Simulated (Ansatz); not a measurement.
# Ir: the cost of one run

Computed with Ansatz 0.2.0 (DFT PBEsol, scalar-relativistic, plane waves, PAW, unless a step's input says otherwise).

1 further run of the same task is left out (set aside as unsound or not needed). Runs told in other sessions of the task aren't counted.

### 1 Starting point

The structure is cubic, space group Fm-3m (No. 225). The conventional cell has a = 3.830 Å, b = 3.830 Å, c = 3.830 Å, α = 90.00°, β = 90.00°, γ = 90.00°. Ir (site symmetry m-3m) is surrounded by 12 Ir at 2.71 Å.

Coordinates:

```
CELL_PARAMETERS angstrom
0.00000 1.91512 1.91512
1.91512 0.00000 1.91512
1.91512 1.91512 0.00000
ATOMIC_POSITIONS crystal
Ir 0.00000 0.00000 0.00000
```

It is the result of an earlier relaxation at this level (volume 14.05 Å³/atom; gap on the mesh: none (metal)).

### 2 The reference cell

Reference values: F = -11799.0410 eV; pressure 0.05 GPa; largest force 0.000 eV/Å; gap on the mesh none (metal). It was computed beforehand with the settings of the runs below.

### 3 The scan: energy and stress against strain

The cell is strained by ε times the Voigt pattern (1, 0, 0, 0, 0, 0) (xx, yy, zz, yz, xz, xy; engineering shear), with fractional coordinates fixed (clamped ions). The stress on the pattern is the sum of the stress components weighted by it, tension positive.

### 4 Point ε = -0.0600

Contents of input.yaml:

```yaml
crystal:
  lattice:
    - [0.0, 1.9151152071, 1.9151152071]
    - [1.8002082947, 0.0, 1.9151152071]
    - [1.8002082947, 1.9151152071, 0.0]
  atoms:
    - { symbol: Ir, position: [0.0, 0.0, 0.0] }
basis:
  ecutwfc: 420
kpoints:
  mp_grid: { grid: [26, 26, 26] }
hamiltonian:
  xc: pbesol
scf:
  occupations: { method: gaussian, width: 0.15 }
output:
  forces: true
  stress: true
  eigenvalues: true
```

Command:

```sh
ansatz run input.yaml --threads 1 --pin off --max-ram 2560MiB --backend cpu --events-out ev --progress --plain --runs-dir out
```

**Question.** How long does this run take on 1 thread of Intel Xeon at 2.50GHz (Skylake/Cascade Lake), shared host, and how much memory does it need?

About 29 s, with a peak of 0.52 GiB.
